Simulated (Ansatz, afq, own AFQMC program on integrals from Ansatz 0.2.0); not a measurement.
# HfCl (doublet): AFQMC on the coupled-cluster ladder at distance Hf1–Cl2 = 2.304 Å, def2-SVP

How near does AFQMC come to the top of the ladder for HfCl (doublet)?

Method: def2-SVP, frozen cores; program: Ansatz 0.2.0, Gaussian basis, and an in-house AFQMC program (afq) on its integrals; all values are calculated.

Plan: PBE (unrestricted); r2SCAN (unrestricted); PBE0 (unrestricted); B3LYP (unrestricted); wB97M-V (unrestricted); B2PLYP (unrestricted); CCSD(T) on UHF; Phaseless AFQMC, CISD trial on UHF; Phaseless AFQMC, single-determinant trial on UHF; Free-projection AFQMC, CISD trial on UHF.

1 further run of the same task is left out (it didn't finish).

## Step 1: The geometry

The geometry derives from a PBE0/def2-TZVP stationary point (not a proven minimum). One bond is set to the value named and the two fragments are kept rigid. No spin-orbit coupling is included. Elements past krypton take def2 core potentials.

2 atoms, charge 0, spin multiplicity 2.

Atoms are counted from 1 here; the program's logs count them from 0.

Bond lengths: Hf1–Cl2 2.304 Å.

## Step 2: PBE (unrestricted)

Contents of in.yaml:

```yaml
crystal:
  periodic: [false, false, false]
  atoms:
    - {symbol: Hf, position_ang: [0.000000, 0.000000, 0.000000]}
    - {symbol: Cl, position_ang: [0.000000, 0.000000, 2.304299]}
basis:
  gaussian: {orbitals: def2-SVP}
magnetization: {spin_polarized: true, initial_magnetization: 1}
hamiltonian: {xc: {name: PBE}}
output: {orbitals: {seedname: orbitals}}
```

Launch:

```
ansatz run in.yaml --threads 1 --pin off --events-out ev --progress --plain --max-ram 1382MiB
```

Output:

```text
Functional definition: PBE
  name "PBE"
  cite "Perdew, Burke & Ernzerhof, Phys. Rev. Lett. 77, 3865 (1996) doi:10.1103/PhysRevLett.77.3865"
  parent pbe
  parameter kappa = 0.804
  parameter beta = 0.06672455060314922
  exchange = pbe_x(kappa = kappa, mu = beta*pi^2/3)
  correlation = pbe_c(beta = beta)
509 factors; their error is unknown
mean field evaluation 1: about -13818.8109 eV, gradient 9.2e0 eV
mean field evaluation 2: about -13818.6097 eV, gradient 1.2e1 eV
mean field evaluation 4: about -13819.3626 eV, gradient 1.3e0 eV
mean field evaluation 8: about -13819.3082 eV, gradient 8.5e-2 eV
mean field evaluation 16: about -13819.3082 eV, gradient 2.6e-5 eV
mean field evaluation 32: about -13819.3082 eV, gradient 2.5e-6 eV
mean field evaluation 64: about -13819.0135 eV, gradient 3.7e-1 eV
mean field evaluation 96: about -13817.5149 eV, gradient 2.9e0 eV
mean field evaluation 128: about -13817.8611 eV, gradient 3.0e-1 eV
mean field -13819.30824246 eV, -507.8502108469 hartree, gradient 2.3e-6 eV, S^2 0.778770; 11 other end points of the search recorded, 0 dependent functions left out
reference -13819.30827488 eV, -507.8502120384 hartree; 15, 14 occupied and 35, 36 virtual orbitals, 509 factors
Total energy: -13819.30827488 eV, -507.8502120384 hartree
```

It took 5.5 s on 1 thread of AMD EPYC 9R45 (Zen 5), shared host.

From the report: ⟨S²⟩ of the determinant 0.779 (pure doublet: 0.75).

## Step 3: r2SCAN (unrestricted)

in.yaml, as its differences from that of step 2:

```diff
@@ -8,3 +8,2 @@
 magnetization: {spin_polarized: true, initial_magnetization: 1}
-hamiltonian: {xc: {name: PBE}}
-output: {orbitals: {seedname: orbitals}}
+hamiltonian: {xc: {name: r2SCAN}}
```

Launched as before.

Output (excerpt; [...] marks lines left out):

```text
Functional definition: r2SCAN
  name "r2SCAN"
  cite "Furness, Kaplan, Ning, Perdew & Sun, J. Phys. Chem. Lett. 11, 8208 (2020) doi:10.1021/acs.jpclett.0c02405"
  cite "Furness, Kaplan, Ning, Perdew & Sun, J. Phys. Chem. Lett. 11, 9248 (2020) doi:10.1021/acs.jpclett.0c03077"
  parent r2scan
[...]
509 factors; their error is unknown
[...]
mean field -13823.61989769 eV, -508.0086612539 hartree, gradient 9.7e-6 eV, S^2 1.126874; 18 other end points of the search recorded, 0 dependent functions left out
reference -13823.61992004 eV, -508.0086620753 hartree; 15, 14 occupied and 35, 36 virtual orbitals, 509 factors
Total energy: -13823.61992004 eV, -508.0086620753 hartree
```

Wall time 17 s (1 thread of AMD EPYC 9R45 (Zen 5), shared host).

From the report: ⟨S²⟩ of the determinant 1.127 (pure doublet: 0.75).

## Step 4: PBE0 (unrestricted)

in.yaml, as its differences from that of step 3:

```diff
@@ -8,2 +8,3 @@
 magnetization: {spin_polarized: true, initial_magnetization: 1}
-hamiltonian: {xc: {name: r2SCAN}}
+hamiltonian: {xc: {name: PBE0}}
+output: {orbitals: {seedname: orbitals}}
```

Same command.

Output (excerpt; [...] marks lines left out):

```text
Functional definition: PBE0
  name "PBE0"
  cite "Adamo & Barone, J. Chem. Phys. 110, 6158 (1999) doi:10.1063/1.478522"
  cite "Perdew, Burke & Ernzerhof, Phys. Rev. Lett. 77, 3865 (1996) doi:10.1103/PhysRevLett.77.3865"
  parent pbe
[...]
482 factors; integrals over basis functions are off by at most 1.0e-3 eV
[...]
mean field -13819.43886166 eV, -507.8550110140 hartree, gradient 9.6e-6 eV, S^2 0.797706; 2 other end points of the search recorded, 0 dependent functions left out
reference -13819.43888634 eV, -507.8550119208 hartree; 15, 14 occupied and 35, 36 virtual orbitals, 482 factors
Total energy: -13819.43888634 eV, -507.8550119208 hartree
```

It took 1.6 s on 1 thread of AMD EPYC 9R45 (Zen 5), shared host.

From the report: ⟨S²⟩ of the determinant 0.798 (pure doublet: 0.75).

## Step 5: B3LYP (unrestricted)

in.yaml, as its differences from that of step 4:

```diff
@@ -8,3 +8,2 @@
 magnetization: {spin_polarized: true, initial_magnetization: 1}
-hamiltonian: {xc: {name: PBE0}}
-output: {orbitals: {seedname: orbitals}}
+hamiltonian: {xc: {name: B3LYP}}
```

Launched as before.

Output (excerpt; [...] marks lines left out):

```text
Functional definition: B3LYP
  name "B3LYP"
  cite "Stephens, Devlin, Chabalowski & Frisch, J. Phys. Chem. 98, 11623 (1994) doi:10.1021/j100096a001"
  cite "Becke, Phys. Rev. A 38, 3098 (1988) doi:10.1103/PhysRevA.38.3098"
  cite "Lee, Yang & Parr, Phys. Rev. B 37, 785 (1988) doi:10.1103/PhysRevB.37.785"
  cite "Vosko, Wilk & Nusair, Can. J. Phys. 58, 1200 (1980) doi:10.1139/p80-159"
[...]
482 factors; integrals over basis functions are off by at most 1.0e-3 eV
[...]
mean field -13824.93677645 eV, -508.0570556557 hartree, gradient 9.1e-6 eV, S^2 0.774521; 2 other end points of the search recorded, 0 dependent functions left out
reference -13824.93695467 eV, -508.0570622052 hartree; 15, 14 occupied and 35, 36 virtual orbitals, 482 factors
Total energy: -13824.93695467 eV, -508.0570622052 hartree
```

Run time: 1.6 s. Hardware: 1 thread of AMD EPYC 9R45 (Zen 5), shared host.

From the report: ⟨S²⟩ of the determinant 0.775 (pure doublet: 0.75).

## Step 6: wB97M-V (unrestricted)

in.yaml, as its differences from that of step 5:

```diff
@@ -8,2 +8,3 @@
 magnetization: {spin_polarized: true, initial_magnetization: 1}
-hamiltonian: {xc: {name: B3LYP}}
+hamiltonian: {xc: {name: wB97M-V}}
+output: {orbitals: {seedname: orbitals}}
```

Launched as before.

Output (excerpt; [...] marks lines left out):

```text
Functional definition: wB97M-V
  name "wB97M-V"
  cite "Mardirossian & Head-Gordon, J. Chem. Phys. 144, 214110 (2016) doi:10.1063/1.4952647"
  cite "Becke, J. Chem. Phys. 107, 8554 (1997) doi:10.1063/1.475007"
  cite "Vydrov & Van Voorhis, J. Chem. Phys. 133, 244103 (2010) doi:10.1063/1.3521275"
  # Of w^i u^j: cxij and so on, Table III.
[...]
  gx(w, u) = 1 - cx + cx01*u + cx10*w
  gss(w, u) = css00 + css04*u^4 + css10*w + css20*w^2 + css43*w^4*u^3
  gos(w, u) = cos00 + cos10*w + (cos20 + cos21*u)*w^2 + (cos60 + cos61*u)*w^6
[...]
      + integral(e_c_pw_mod_opposite_spin*gos(b97_w_opposite, b97_u_opposite)) + vv10(b, c)
482 factors; integrals over basis functions are off by at most 1.0e-3 eV
118 factors; integrals over basis functions are off by at most 2.3e-4 eV
[...]
mean field -13821.35136114 eV, -507.9252940734 hartree, gradient 1.3e-5 eV, S^2 0.765524; 2 other end points of the search recorded, 0 dependent functions left out
reference -13821.35140036 eV, -507.9252955148 hartree; 15, 14 occupied and 35, 36 virtual orbitals, 482 factors
Total energy: -13821.35140036 eV, -507.9252955148 hartree
```

Run time: 7 s. Hardware: 1 thread of AMD EPYC 9R45 (Zen 5), shared host; peak memory 0.29 GiB.

From the report: ⟨S²⟩ of the determinant 0.766 (pure doublet: 0.75).

## Step 7: B2PLYP (unrestricted)

in.yaml, as its differences from that of step 6:

```diff
@@ -8,3 +8,3 @@
 magnetization: {spin_polarized: true, initial_magnetization: 1}
-hamiltonian: {xc: {name: wB97M-V}}
-output: {orbitals: {seedname: orbitals}}
+hamiltonian: {xc: {name: B2PLYP}}
+correlation: {electrons: outside_noble_gas}
```

Launched as before.

Output (excerpt; [...] marks lines left out):

```text
Functional definition: B2PLYP
  name "B2PLYP"
  cite "Grimme, J. Chem. Phys. 124, 034108 (2006) doi:10.1063/1.2148954"
  cite "Becke, Phys. Rev. A 38, 3098 (1988) doi:10.1103/PhysRevA.38.3098"
  cite "Lee, Yang & Parr, Phys. Rev. B 37, 785 (1988) doi:10.1103/PhysRevB.37.785"
[...]
482 factors; integrals over basis functions are off by at most 1.0e-3 eV
[...]
mean field -13813.58574146 eV, -507.6399128138 hartree, gradient 2.7e-6 eV, S^2 0.818703; 6 other end points of the search recorded, 0 dependent functions left out
9 core orbitals not correlated: weight in the atoms' cores, before any rotation towards them, 0.995 or more for the frozen orbitals, at most 0.003 for the correlated occupied ones
reference -13813.58585421 eV, -507.6399169574 hartree; 6, 5 occupied and 35, 36 virtual orbitals, 482 factors
second order -6.32186029 eV of doubles, -0.00000000 eV of singles
Total energy: -13815.29275649 eV, -507.7026444592 hartree
```

Run time: 1.7 s. Hardware: 1 thread of AMD EPYC 9R45 (Zen 5), shared host.

From the report: ⟨S²⟩ of the determinant 0.819 (pure doublet: 0.75).

## Step 8: CCSD(T) on UHF

in.yaml, as its differences from that of step 7:

```diff
@@ -8,3 +8,2 @@
 magnetization: {spin_polarized: true, initial_magnetization: 1}
-hamiltonian: {xc: {name: B2PLYP}}
-correlation: {electrons: outside_noble_gas}
+correlation: {method: ccsd_t, electrons: outside_noble_gas, hamiltonian_folder: ham}
```

Same command.

Output (excerpt; [...] marks lines left out):

```text
Functional definition: HF
  name "HF"
  cite "Fock, Z. Phys. 61, 126 (1930) doi:10.1007/BF01340294"
  parent pbe
[...]
482 factors; integrals over basis functions are off by at most 1.0e-3 eV
[...]
mean field -13791.22940448 eV, -506.8183325834 hartree, gradient 1.6e-6 eV, S^2 1.085864; 14 other end points of the search recorded, 0 dependent functions left out
determinant -13791.22940448 eV, -506.8183325834 hartree, with singles and doubles -13796.71790381 eV, -507.0200312137 hartree
determinant -13790.82572036 eV, -506.8034974658 hartree, with singles and doubles -13796.24132526 eV, -507.0025172752 hartree
determinant -13790.14287339 eV, -506.7784033027 hartree, with singles and doubles -13795.78215774 eV, -506.9856431801 hartree
determinant -13789.57546423 eV, -506.7575514005 hartree, with singles and doubles -13794.87404306 eV, -506.9522705809 hartree
determinant -13789.56461331 eV, -506.7571526367 hartree, with singles and doubles -13794.90347646 eV, -506.9533522384 hartree
determinant -13791.22940448 eV, -506.8183325834 hartree, with singles and doubles -13796.73657480 eV, -507.0207173599 hartree
determinant -13790.82572036 eV, -506.8034974658 hartree, with singles and doubles -13796.27841561 eV, -507.0038803203 hartree
9 core orbitals not correlated: weight in the atoms' cores, before any rotation towards them, 0.993 or more for the frozen orbitals, at most 0.005 for the correlated occupied ones
reference -13791.22940448 eV, -506.8183325834 hartree; 6, 5 occupied and 35, 36 virtual orbitals, 482 factors
second order -4.83199001 eV of doubles, -0.00000000 eV of singles
cycle   1  -5.50716951 eV  change    8.1e-7 eV  update   4.5e-6
perturbative correction -0.17405510 eV, -0.0063964070 hartree
Total energy: -13796.91062908 eV, -507.0271137369 hartree
```

Wall time 3.2 s (1 thread of AMD EPYC 9R45 (Zen 5), shared host).

From the report: ⟨S²⟩ of the determinant 1.086 (pure doublet: 0.75); correlation -5.6812 eV; T1 0.059; largest double amplitude 0.10.

This run also writes the integrals to the folder ham.

## Step 9: Phaseless AFQMC, CISD trial on UHF

It reads the integrals that the CCSD(T) run on this determinant wrote.

Launch:

```
afq ham --method phaseless --trial cisd --walkers 60 --populations 1 --least-time 40 --time-step 0.005 --steps-per-block 50 --equilibration-blocks 40 --max-blocks 300 --target-error 0.0004 --factor-cut 1e-05 --start spin_pure --seed 5402 --release-times 0.24,0.6,1.2,2,3,4.2 --release-step 0.04 --release-every 4 --taylor-order 6
```

Output:

```text
orbitals 41  electrons 6 5  factors 333 of 482
reference energy -506.81833258 Eh
CCSD correlation -0.20238491 Eh in 18 cycles, weight of the determinant in the CISD state 0.8052
energy of the start -507.001506 Eh
 block  time / (1/Eh)  mean weight  energy / Eh
     1     0.250  1.0009  -507.007938
     2     0.500  0.9990  -507.015503
     3     0.750  1.0016  -507.018004
     4     1.000  0.9999  -507.021825
     5     1.250  0.9988  -507.024720
     6     1.500  1.0005  -507.023936
     7     1.750  1.0006  -507.022829
     8     2.000  1.0008  -507.026823
     9     2.250  0.9998  -507.026387
    10     2.500  1.0001  -507.033371
    17     4.250  1.0003  -507.025939
    25     6.250  0.9998  -507.020304
    33     8.250  0.9998  -507.023649
    41    10.250  0.9998  -507.026569
    49    12.250  0.9986  -507.028692
    57    14.250  1.0012  -507.027889
    65    16.250  0.9998  -507.040139
    73    18.250  1.0011  -507.031109
    81    20.250  1.0008  -507.026705
    89    22.250  1.0010  -507.026008
    97    24.250  0.9988  -507.034554
   105    26.250  1.0002  -507.035299
   113    28.250  0.9993  -507.033058
   121    30.250  0.9993  -507.027550
   129    32.250  0.9999  -507.025069
   137    34.250  1.0009  -507.024860
   145    36.250  1.0014  -507.027659
   153    38.250  1.0010  -507.030212
   161    40.250  1.0010  -507.030846
   169    42.250  1.0003  -507.029419
   177    44.250  0.9993  -507.046159
   185    46.250  0.9990  -507.023230
   193    48.250  1.0002  -507.027686
   201    50.250  1.0003  -507.020027
   209    52.250  1.0014  -507.043533
   217    54.250  0.9992  -507.030315
   225    56.250  0.9987  -507.037771
   233    58.250  1.0008  -507.023250
   241    60.250  0.9992  -507.028114
   249    62.250  1.0030  -507.023641
   257    64.250  1.0011  -507.025480
   265    66.250  0.9971  -507.036683
   273    68.250  0.9994  -507.019064
   281    70.250  0.9982  -507.028176
   289    72.250  0.9995  -507.023029
   297    74.250  1.0009  -507.028206
   305    76.250  0.9995  -507.036378
   313    78.250  0.9978  -507.026361
   321    80.250  0.9991  -507.027767
   329    82.250  1.0013  -507.026948
   337    84.250  1.0010  -507.029445
blocks merged  error / Eh  count
     1  0.000303  300
     2  0.000368  150
     4  0.000458  75
     8  0.000568  37
    16  0.000615  18
    32  0.000658  9
released: time / (1/Eh)  energy / Eh  error  mean overlap
  0.24  -507.027628  0.000485  0.9944
  0.60  -507.027855  0.000632  0.9888
  1.20  -507.028179  0.000677  0.9845
  2.00  -507.029190  0.000756  0.9802
  3.00  -507.028728  0.001223  0.9691
  4.20  -507.027079  0.001182  0.9837
energy -507.028213 +/- 0.000615 Eh
```

Wall time 4.7 min (1 thread of AMD EPYC 9R45 (Zen 5), shared host).

Energy -13796.9405 ± 0.0167 eV. Caveats: constraint bias not in the error; error above the target.

## Step 10: Phaseless AFQMC, single-determinant trial on UHF

It reads the integrals that the CCSD(T) run on this determinant wrote.

Launch:

```
afq ham --method phaseless --trial hf --walkers 120 --populations 1 --least-time 40 --time-step 0.005 --steps-per-block 20 --equilibration-blocks 160 --max-blocks 600 --target-error 0.0012000000000000001 --factor-cut 1e-05 --start spin_pure --seed 5457 --taylor-order 6
```

Output:

```text
orbitals 41  electrons 6 5  factors 333 of 482
reference energy -506.81833258 Eh
CCSD correlation -0.20238491 Eh in 18 cycles, weight of the determinant in the CISD state 0.8052
energy of the start -506.820403 Eh
 block  time / (1/Eh)  mean weight  energy / Eh
     1     0.100  1.0000  -506.864801
     2     0.200  1.0011  -506.897702
     3     0.300  1.0010  -506.928196
     4     0.400  1.0018  -506.933594
     5     0.500  1.0016  -506.955843
     6     0.600  1.0010  -506.967024
     7     0.700  0.9998  -506.977555
     8     0.800  0.9997  -506.979352
     9     0.900  0.9996  -506.970646
    10     1.000  0.9993  -506.988906
    20     2.000  1.0005  -507.044189
    39     3.900  1.0013  -507.018267
    58     5.800  0.9995  -507.047200
    77     7.700  0.9994  -507.019680
    96     9.600  1.0012  -507.030792
   115    11.500  1.0003  -507.018887
   134    13.400  1.0010  -507.027107
   153    15.300  1.0002  -507.044836
   172    17.200  1.0001  -507.026724
   191    19.100  1.0011  -507.032723
   210    21.000  1.0001  -507.028881
   229    22.900  1.0006  -507.031399
   248    24.800  0.9998  -507.042632
   267    26.700  0.9995  -507.035665
   286    28.600  0.9977  -507.018164
   305    30.500  1.0006  -507.066674
   324    32.400  0.9990  -507.001273
   343    34.300  0.9991  -507.013429
   362    36.200  1.0009  -507.024919
   381    38.100  0.9999  -507.004405
   400    40.000  1.0004  -507.008943
   419    41.900  1.0003  -507.023765
   438    43.800  0.9991  -507.008704
   457    45.700  1.0011  -507.049940
   476    47.600  0.9994  -507.033718
   495    49.500  0.9995  -507.008987
   514    51.400  1.0001  -507.032651
   533    53.300  0.9986  -507.011701
   552    55.200  1.0017  -507.027869
   571    57.100  1.0002  -507.019080
   590    59.000  0.9998  -507.040267
   609    60.900  1.0006  -507.032326
   628    62.800  1.0007  -507.015989
   647    64.700  1.0008  -507.029973
   666    66.600  1.0019  -507.012834
   685    68.500  1.0021  -507.047652
   704    70.400  1.0009  -507.028338
   723    72.300  1.0004  -507.021133
   742    74.200  1.0008  -507.037568
blocks merged  error / Eh  count
     1  0.000580  600
     2  0.000765  300
     4  0.000989  150
     8  0.001232  75
    16  0.001484  37
    32  0.001611  18
    64  0.001531  9
energy -507.024964 +/- 0.001611 Eh
```

It took 2.5 min on 1 thread of AMD EPYC 9R45 (Zen 5), shared host.

Energy -13796.8521 ± 0.0438 eV. Caveats: constraint bias not in the error.

## Step 11: Free-projection AFQMC, CISD trial on UHF

It reads the integrals that the CCSD(T) run on this determinant wrote.

Launch:

```
afq ham --method free --trial cisd --walkers 60 --time-step 0.03 --max-blocks 80 --target-error 0.0004 --factor-cut 1e-05 --seed 8046 --times 0,0.21,0.42,0.81,1.2,1.8,2.4,3 --taylor-order 8
```

Output:

```text
orbitals 41  electrons 6 5  factors 333 of 482
reference energy -506.81833258 Eh
CCSD correlation -0.20238491 Eh in 18 cycles, weight of the determinant in the CISD state 0.8052
repeat  energy at the last time / Eh  error
    10  -507.027369  0.001290
    20  -507.026860  0.001019
    30  -507.027437  0.000960
    40  -507.027965  0.000860
    50  -507.028267  0.000783
    60  -507.028515  0.000727
    70  -507.028652  0.000693
    80  -507.028602  0.000643
time / (1/Eh)  energy / Eh  error  mean overlap
  0.00  -507.020635  0.000294  1.2415
  0.21  -507.023640  0.000338  1.2330
  0.42  -507.025026  0.000375  1.2431
  0.81  -507.026528  0.000378  1.2481
  1.20  -507.026986  0.000352  1.2539
  1.80  -507.027364  0.000501  1.2592
  2.40  -507.027728  0.000559  1.2695
  3.00  -507.028602  0.000643  1.2659
energy -507.028602 +/- 0.000643 Eh
```

Run time: 2.5 min. Hardware: 1 thread of AMD EPYC 9R45 (Zen 5), shared host.

Energy -13796.9511 ± 0.0175 eV. Caveats: remainder of the start not in the error; start is not spin pure; error above the target.

## Step 12: AFQMC on the ladder

On the UHF determinant, counted from CCSD(T) (a yardstick, not exact):

| level | energy (eV) | from CCSD(T) (kJ/mol) | statistical error (kJ/mol) | time |
| --- | --- | --- | --- | --- |
| HF | -13791.2294 | +548.2 |  |  |
| MP2 | -13796.0614 | +81.9 |  |  |
| CCSD | -13796.7366 | +16.8 |  |  |
| CCSD(T) | -13796.9106 | 0.0 |  |  |
| Phaseless AFQMC, CISD trial, step 0.005, 60 walkers | -13796.9405 | -2.9 | 1.6 | 4.7 min |
| Phaseless AFQMC, single-determinant trial, step 0.005, 120 walkers | -13796.8521 | +5.6 | 4.2 | 2.5 min |
| Free-projection AFQMC, CISD trial, step 0.03, 60 walkers | -13796.9511 | -3.9 | 1.7 | 2.5 min |

The functionals' totals stand on their own zeros and serve differences with other points: PBE -13819.308 eV; r2SCAN -13823.620 eV; PBE0 -13819.439 eV; B3LYP -13824.937 eV; wB97M-V -13821.351 eV; B2PLYP -13815.293 eV.

## Step 13: What came out

```
                                                     quantity              value
              Phaseless AFQMC, CISD trial on UHF from CCSD(T)  -2.9 ± 1.6 kJ/mol
Phaseless AFQMC, single-determinant trial on UHF from CCSD(T)  +5.6 ± 4.2 kJ/mol
        Free-projection AFQMC, CISD trial on UHF from CCSD(T)  -3.9 ± 1.7 kJ/mol
```

**Reading.** On UHF the phaseless walk with the CISD trial lies -2.9 kJ/mol from CCSD(T), within three error bars. Free projection has no constraint; at the last time it gives -3.9 ± 1.7 kJ/mol, and from a start that isn't spin pure other spins can mix in. Error bars are statistical and leave out the constraint, the time step and what remains of the start. Hf carries a core potential, and spin-orbit coupling is left out.
